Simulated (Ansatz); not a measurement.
# Br₂H₃HfNO: geometry optimisation

Aim: relax Br₂H₃HfNO at this level.

The runs use Ansatz 0.2.0; RHF/def2-SVP.

### Step 1. Starting geometry

SMILES `[NH2][Hf]([OH])([Br])[Br]`, 8 atoms, charge 0, spin multiplicity 1.

Atoms are counted from 1 here; the program's logs count them from 0.

Bond lengths: N1–Hf2 2.017 Å, N1–H6 1.028 Å, N1–H7 1.026 Å, Hf2–O3 1.910 Å, Hf2–Br4 2.529 Å, Hf2–Br5 2.529 Å, O3–H8 0.967 Å. Angles: Hf2–N1–H6 124.5°, Hf2–N1–H7 127.0°, H6–N1–H7 108.5°, N1–Hf2–O3 105.1°, N1–Hf2–Br4 108.5°, N1–Hf2–Br5 108.4°, O3–Hf2–Br4 112.6°, O3–Hf2–Br5 112.7°, Br4–Hf2–Br5 109.3°, Hf2–O3–H8 166.5°.

Geometry (Å):

```xyz
8
charge 0, multiplicity 1
N    -0.9720    0.8167    0.8254
Hf    0.2286   -0.0655   -0.5335
O     1.1234   -1.4558    0.4225
Br   -1.2083   -0.9503   -2.4178
Br    1.8206    1.6771   -1.4426
H    -1.5872    1.6156    0.6273
H    -1.0793    0.5597    1.8128
H     1.6743   -2.1977    0.7059
```

### Step 2. Relaxation

input.yaml reads:

```yaml
crystal:
  periodic: [false, false, false]
  atoms:
    - { symbol: "N", position_ang: [-0.971992, 0.816718, 0.825408] }
    - { symbol: Hf, position_ang: [0.228601, -0.065459, -0.533531] }
    - { symbol: O, position_ang: [1.123356, -1.45575, 0.422531] }
    - { symbol: Br, position_ang: [-1.208283, -0.950286, -2.417796] }
    - { symbol: Br, position_ang: [1.82056, 1.677125, -1.44265] }
    - { symbol: H, position_ang: [-1.587241, 1.615645, 0.627301] }
    - { symbol: H, position_ang: [-1.079303, 0.559697, 1.812825] }
    - { symbol: H, position_ang: [1.674292, -2.19769, 0.705923] }
basis:
  gaussian: { orbitals: def2-SVP }
hamiltonian:
  xc: hf
output:
  forces: true
relax:
  f_tol: 0.003
  max_steps: 120
```

The run is started by

```
ansatz run input.yaml --threads 1 --pin off --max-ram 2560MiB --backend cpu --events-out ev --progress --plain --runs-dir out
```

Standard output (excerpt; [...] marks lines left out):

```text
Warning: RAYON_NUM_THREADS=1 ignored (pool sized by the plan → 1); use --threads N
[...]
Functional definition: HF
[...]
1463 factors; integrals over basis functions are off by at most 3.1e-4 eV
[...]
mean field -144843.92975145 eV, -5322.9162396239 hartree, gradient 4.3e-5 eV, S^2 0.000000; 0 other end points of the search recorded, 0 dependent functions left out
[...]
reference -144843.92975145 eV, -5322.9162396239 hartree; 50, 50 occupied and 89, 89 virtual orbitals, 1463 factors
relax step   1: F+E_penalty+E_count = -144843.92975145 eV  Δ(F+E_penalty+E_count) = +0.000e0 eV  max|allowed force component| = 1.169e0 eV/Å  Δτ_max = 0.0000 Å  (38 SCF iters, accepted)
[...]
relax step   3: F+E_penalty+E_count = -144843.98767654 eV  Δ(F+E_penalty+E_count) = -1.483e-2 eV  max|allowed force component| = 5.649e-2 eV/Å  Δτ_max = 0.0231 Å  (38 SCF iters, accepted)
[...]
relax step   5: F+E_penalty+E_count = -144843.98846462 eV  Δ(F+E_penalty+E_count) = -7.881e-4 eV  max|allowed force component| = 5.430e-2 eV/Å  Δτ_max = 0.0053 Å  (40 SCF iters, accepted)
[...]
relax step   7: F+E_penalty+E_count = -144843.99023948 eV  Δ(F+E_penalty+E_count) = +2.160e-8 eV  max|allowed force component| = 6.233e-2 eV/Å  Δτ_max = 0.0179 Å  (41 SCF iters, rejected (line search))
[...]
relax step   8: F+E_penalty+E_count = -144843.99049131 eV  Δ(F+E_penalty+E_count) = -2.518e-4 eV  max|allowed force component| = 5.944e-3 eV/Å  Δτ_max = 0.0088 Å  (41 SCF iters, accepted)
[...]
relax step   9: F+E_penalty+E_count = -144843.99050171 eV  Δ(F+E_penalty+E_count) = -1.039e-5 eV  max|allowed force component| = 2.390e-3 eV/Å  Δτ_max = 0.0038 Å  (27 SCF iters, accepted)
1463 factors; integrals over basis functions are off by at most 2.7e-4 eV
mean field -144843.99050171 eV, -5322.9184721547 hartree, gradient 1.2e-5 eV, S^2 0.000000; 1 other end points of the search recorded, 0 dependent functions left out
[...]
reference -144843.99050171 eV, -5322.9184721547 hartree; 50, 50 occupied and 89, 89 virtual orbitals, 1463 factors
Total energy: -144843.99050171 eV, -5322.9184721547 hartree
Atom 0 at    -0.974281     0.815170     0.835895 Å, force    -0.001067    -0.000329    -0.001143 eV/Å
Atom 1 at     0.220508    -0.053567    -0.540117 Å, force     0.000090     0.000581     0.000034 eV/Å
Atom 2 at     1.128381    -1.447625     0.385317 Å, force    -0.001293     0.001392    -0.000447 eV/Å
Atom 3 at    -1.214288    -0.976581    -2.450379 Å, force    -0.000289    -0.000354    -0.000534 eV/Å
Atom 4 at     1.861667     1.684588    -1.459415 Å, force     0.000605     0.000312    -0.000362 eV/Å
Atom 5 at    -1.594511     1.591551     0.674180 Å, force     0.000409     0.000484    -0.000606 eV/Å
Atom 6 at    -1.050985     0.543777     1.801258 Å, force     0.000289    -0.000570     0.002390 eV/Å
Atom 7 at     1.623499    -2.157313     0.753272 Å, force     0.001257    -0.001517     0.000668 eV/Å
Dipole moment:    -0.050868    -0.237563     0.794268 e Å
```

It took 58 s on 1 thread of Intel Xeon Platinum 8488C (Sapphire Rapids), shared host; peak memory 0.41 GiB.

Relaxation path:

```
step  energy from step 1 (eV)  largest force component (eV/Å)
   1                   0.0000                          1.1694
   2                  -0.0431                          0.3305
   3                  -0.0579                          0.0565
   4                  -0.0578                          0.1984
   5                  -0.0587                          0.0543
   6                  -0.0605                          0.0178
   7                  -0.0605                          0.0623
   8                  -0.0607                          0.0059
   9                  -0.0608                          0.0024
```

Distances of close pairs at the start and the end, largest changes first:

```
   bond  before (Å)  after (Å)  change (Å)
Hf2–Br5       2.529      2.561      +0.032
Hf2–Br4       2.529      2.561      +0.032
  O3–H8       0.967      0.940      -0.026
  N1–H6       1.028      1.007      -0.021
  N1–H7       1.026      1.006      -0.020
 Hf2–O3       1.910      1.904      -0.006
 N1–Hf2       2.017      2.019      +0.002
```

### Step 3. Summary of results

| quantity | value |
| --- | --- |
| energy gained | 0.0608 eV |
| root mean square move | 0.045 Å |
| dipole moment | 3.99 D |

In words: Bond lengths: N1–Hf2 2.019 Å, N1–H6 1.007 Å, N1–H7 1.006 Å, Hf2–O3 1.904 Å, Hf2–Br4 2.561 Å, Hf2–Br5 2.561 Å, O3–H8 0.940 Å. Angles: Hf2–N1–H6 125.9°, Hf2–N1–H7 125.7°, H6–N1–H7 108.4°, N1–Hf2–O3 105.4°, N1–Hf2–Br4 109.4°, N1–Hf2–Br5 109.4°, O3–Hf2–Br4 111.5°, O3–Hf2–Br5 111.5°, Br4–Hf2–Br5 109.6°, Hf2–O3–H8 173.7°. No frequencies were computed here.
